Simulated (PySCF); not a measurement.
# H15N5Ru ([Ru(NH3)5]3+): the cost of one run

Computed with PySCF 2.14.0 and routines of our own; the level stands in each step. Atoms count from 0.

## Step 1: The system as given

21 atoms, charge 3, states of the metal's open shell are computed; geometry from: model geometry, bond lengths from ionic radii.

## Step 2: Ligand-field states: state-averaged CASSCF

The job: settings as JSON, then the geometry in Å.

```
{"job": {"kind": "lf", "basis": {"metal": "x2c-TZVPall", "ligand": "x2c-SVPall"}, "nevpt": true}, "charge": 3, "metal": "Ru", "open_shell": "d5"}
Ru     0.000000     0.000000     0.000000
N      0.000000     0.000000     2.050000
H      0.942357     0.000000     2.440337
H     -0.471179     0.816105     2.440337
H     -0.471179    -0.816105     2.440337
N      2.018856     0.000000    -0.355979
H      2.239624     0.000000    -1.351801
H      2.485082     0.816105     0.040260
H      2.485082    -0.816105     0.040260
N     -2.018856     0.000000    -0.355979
H     -2.239624     0.000000    -1.351801
H     -2.485082    -0.816105     0.040260
H     -2.485082     0.816105     0.040260
N      0.000000     2.018856    -0.355979
H      0.000000     2.239624    -1.351801
H     -0.816105     2.485082     0.040260
H      0.816105     2.485082     0.040260
N     -0.000000    -2.018856    -0.355979
H     -0.000000    -2.239624    -1.351801
H      0.816105    -2.485082     0.040260
H     -0.816105    -2.485082     0.040260
```

Method: state-averaged CASSCF of the metal d shell, SC-NEVPT2 on the averaged canonical orbitals, state-interaction spin-orbit coupling.

The run is started by

```console
> OMP_NUM_THREADS=1 python lf_run.py task.json out
```

This one command runs all jobs of the session in turn.

Q: Estimate the wall time and peak memory of this first job on 1 thread of Intel Xeon Platinum 8488C, shared host.

About 29 s, with a peak of 0.58 GiB.
